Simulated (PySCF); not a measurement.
# SnB (quartet) at other levels of theory

What do other methods print for SnB (quartet)?

Method: each script names its method and basis; program: PySCF 2.14.0.

4 further runs of the same task are left out: 4 that didn't finish.

**1. The starting structure**

SnB (quartet): 2 atoms, charge 0, spin multiplicity 4.

Bond lengths: Sn1–B2 1.949 Å.

**2. The base run**

input.py

```python
from pyscf import gto, scf

mol = gto.M(
    atom='Sn 0 0 0; B 0 0 1.949',
    basis='sbkjc',
    ecp={'Sn': 'sbkjc', 'B': 'sbkjc'},
    charge=0,
    spin=3,
    verbose=4,
)
mf = scf.UHF(mol)
mf.kernel()
mf.dip_moment()
print('orbital energies (hartree):', [e[max(0, n-3):n+3].round(4) for e, n in zip(mf.mo_energy, mol.nelec)])
```

Started as:

```bash
$ OMP_NUM_THREADS=1 python input.py
```

**3. RHF**

Run 1 changes SCF type: UHF → RHF.

input.py

```python
from pyscf import gto, scf

mol = gto.M(
    atom='Sn 0 0 0; B 0 0 1.949',
    basis='sbkjc',
    ecp={'Sn': 'sbkjc', 'B': 'sbkjc'},
    charge=0,
    spin=3,
    verbose=4,
)
mf = scf.RHF(mol)
mf.kernel()
mf.dip_moment()
print('orbital energies (hartree):', mf.mo_energy[..., max(0, mol.nelec[1]-3):mol.nelec[0]+3].round(4))
```

**4. Revtpss (UKS)**

Run 2 changes functional: none (Hartree–Fock) → revtpss; SCF type: UHF → UKS; step after the SCF: none → analyze.

input.py, as its differences from that of step 2:

```diff
@@ -1,2 +1,2 @@
-from pyscf import gto, scf
+from pyscf import gto, dft
 
@@ -10,4 +10,5 @@
 )
-mf = scf.UHF(mol)
+mf = dft.UKS(mol, xc='revtpss')
 mf.kernel()
+mf.mulliken_pop()
 mf.dip_moment()
```

**5. O3lyp (UKS)**

Run 3 changes functional: none (Hartree–Fock) → o3lyp; SCF type: UHF → UKS; step after the SCF: none → analyze.

input.py, as its differences from that of step 2:

```diff
@@ -1,2 +1,2 @@
-from pyscf import gto, scf
+from pyscf import gto, dft
 
@@ -10,4 +10,5 @@
 )
-mf = scf.UHF(mol)
+mf = dft.UKS(mol, xc='o3lyp')
 mf.kernel()
+mf.mulliken_pop()
 mf.dip_moment()
```

**6. CASCI (ROHF)**

Run 4 changes step after the SCF: none → casci; SCF type: UHF → ROHF; active space: none → 3 electrons in 4 orbitals.

input.py

```python
from pyscf import gto, scf, mcscf

mol = gto.M(
    atom='Sn 0 0 0; B 0 0 1.949',
    basis='sbkjc',
    ecp={'Sn': 'sbkjc', 'B': 'sbkjc'},
    charge=0,
    spin=3,
    verbose=4,
)
mf = scf.ROHF(mol)
mf.kernel()
mc = mcscf.CASCI(mf, 4, 3)
mc.kernel()
mc.analyze()
mf.dip_moment()
print('orbital energies (hartree):', mf.mo_energy[..., max(0, mol.nelec[1]-3):mol.nelec[0]+3].round(4))
```

**7. Frequency run**

Run 5 changes step after the SCF: none → frequency.

input.py, as its differences from that of step 2:

```diff
@@ -1,2 +1,3 @@
 from pyscf import gto, scf
+from pyscf.hessian import thermo
 
@@ -12,2 +13,4 @@
 mf.kernel()
+hess = mf.Hessian().kernel()
+print('wavenumber (cm^-1) =', thermo.harmonic_analysis(mol, hess)['freq_wavenumber'].round(1))
 mf.dip_moment()
```

**8. Stability test**

Run 6 changes step after the SCF: none → stability.

input.py, as its differences from that of step 2:

```diff
@@ -12,2 +12,3 @@
 mf.kernel()
+mf.stability(internal=True, external=True)
 mf.dip_moment()
```

Q: Predict the outcome of this session. Wanted: for each run, E(SCF); from base; gap, α spin; SCF dipole; after the SCF.

**Answer**, as computed:

```csv
run,E(SCF) (hartree),from base (eV),cycles,"gap, α spin (eV)",SCF dipole (D),after the SCF
base,-5.834508,0,13,9.38,0.55,n/a
RHF,-5.833604,+0.0246,12,n/a,0.57,n/a
revtpss (UKS),-6.033347,not comparable,9,3.05,0.57,n/a
o3lyp (UKS),-6.031082,not comparable,8,3.70,0.84,n/a
CASCI (ROHF),-5.833604,+0.0246,12,n/a,0.57,CASCI correlation 0.000 eV (this space leaves nothing to correlate)
frequency run,-5.834508,0.0000,13,9.38,0.55,highest mode 910 cm⁻¹
stability test,-5.834508,0.0000,13,9.38,0.55,stable
```

In words: The α-spin gap between the frontier levels is 3.1 eV with revtpss (0 % exact exchange) and 3.7 eV with o3lyp (12 %). A lower total energy from another functional means nothing by itself.
